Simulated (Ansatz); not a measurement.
# C₃H₆OSe: a ladder of functionals and wavefunction methods

An exercise on one series of results from a longer session: the logs are not shown, and one member is left open.

Program: Ansatz 0.2.0, Gaussian basis. Level of theory: functionals in def2-TZVPP, the program's frozen cores in correlated methods. These are calculated values, not measurements.

Levels to be run: PBE-D4, r2SCAN-D4, PBE0-D4, B3LYP-D4, ωB97X-V, ωB97M-V, B2PLYP; CCSD(T)/def2-TZVPP; MP2/def2-QZVPP; extrapolation to the limit.

## The relaxed structure

An earlier PBE0-D4 in a triple-zeta def2 set relaxation fixed the geometry.

SMILES `C=C([SeH])CO`, 11 atoms, charge 0, spin multiplicity 1.

Atoms are counted from 1 here; the program's logs count them from 0.

Bond lengths: C1–C2 1.325 Å, C1–H6 1.083 Å, C1–H7 1.083 Å, C2–Se3 1.910 Å, C2–C4 1.494 Å, Se3–H8 1.471 Å, C4–O5 1.406 Å, C4–H9 1.099 Å, C4–H10 1.101 Å, O5–H11 0.959 Å. Angles: C2–C1–H6 121.8°, C2–C1–H7 119.7°, H6–C1–H7 118.5°, C1–C2–Se3 120.3°, C1–C2–C4 124.4°, Se3–C2–C4 115.1°, C2–Se3–H8 95.4°, C2–C4–O5 110.1°, C2–C4–H9 108.3°, C2–C4–H10 108.5°, O5–C4–H9 111.7°, O5–C4–H10 111.2°, H9–C4–H10 106.8°, C4–O5–H11 108.4°.

Set-up of the first run:

in.yaml

```yaml
crystal:
  periodic: [false, false, false]
  atoms:
    - {symbol: C, position_ang: [1.419794, 0.593800, 0.579437]}
    - {symbol: C, position_ang: [0.346961, -0.176842, 0.479771]}
    - {symbol: Se, position_ang: [0.029376, -1.556630, 1.761476]}
    - {symbol: C, position_ang: [-0.624127, -0.128863, -0.654850]}
    - {symbol: O, position_ang: [-0.303358, 0.930651, -1.522297]}
    - {symbol: H, position_ang: [2.090239, 0.530553, 1.427162]}
    - {symbol: H, position_ang: [1.642232, 1.308145, -0.204171]}
    - {symbol: H, position_ang: [-1.420190, -1.324508, 1.857380]}
    - {symbol: H, position_ang: [-0.599484, -1.098665, -1.171627]}
    - {symbol: H, position_ang: [-1.638836, -0.012728, -0.242553]}
    - {symbol: H, position_ang: [-0.877307, 0.877988, -2.289129]}
basis:
  gaussian: {orbitals: def2-TZVPP}
hamiltonian: {xc: pbe, dispersion: d4}
output: {forces: true, orbitals: {seedname: orbitals}}
```

Launch:

```sh
$ ansatz run in.yaml --threads 4 --pin off --events-out ev --progress --plain --max-ram 10444MiB
```

Steps of the session up to this table: PBE-D4 (GGA); r2SCAN-D4 (meta-GGA); PBE0-D4 (hybrid); B3LYP-D4 (hybrid); ωB97X-V (range-separated); ωB97M-V (range-separated); B2PLYP (double hybrid); CCSD(T) in def2-TZVPP; MP2 in def2-QZVPP.

One of the session's tables, all rows but one given; the rest of the session is left out.

```
            method  atomisation energy (kJ/mol)
            PBE-D4                       4297.5
         r2SCAN-D4                       4191.1
           PBE0-D4                       4201.9
          B3LYP-D4                       4173.4
           ωB97X-V                       4177.4
           ωB97M-V                       4179.0
            B2PLYP                       4129.7
     HF/def2-TZVPP                            ?
    MP2/def2-TZVPP                       4151.8
   CCSD/def2-TZVPP                       3999.9
CCSD(T)/def2-TZVPP                       4074.1
           MP2/CBS                       4262.0
       CCSD(T)/CBS                       4184.3
```

**Question.** Estimate the row for HF/def2-TZVPP.

**Answer.** atomisation energy (kJ/mol): 2948.8. In the column «atomisation energy (kJ/mol)» it is the lowest.

Caveats from the session: Free atoms (3 C, 1 Se, 1 O, 6 H) were run apart at each level; the atomisation energy is their sum less the molecule, without zero-point or spin-orbit terms.
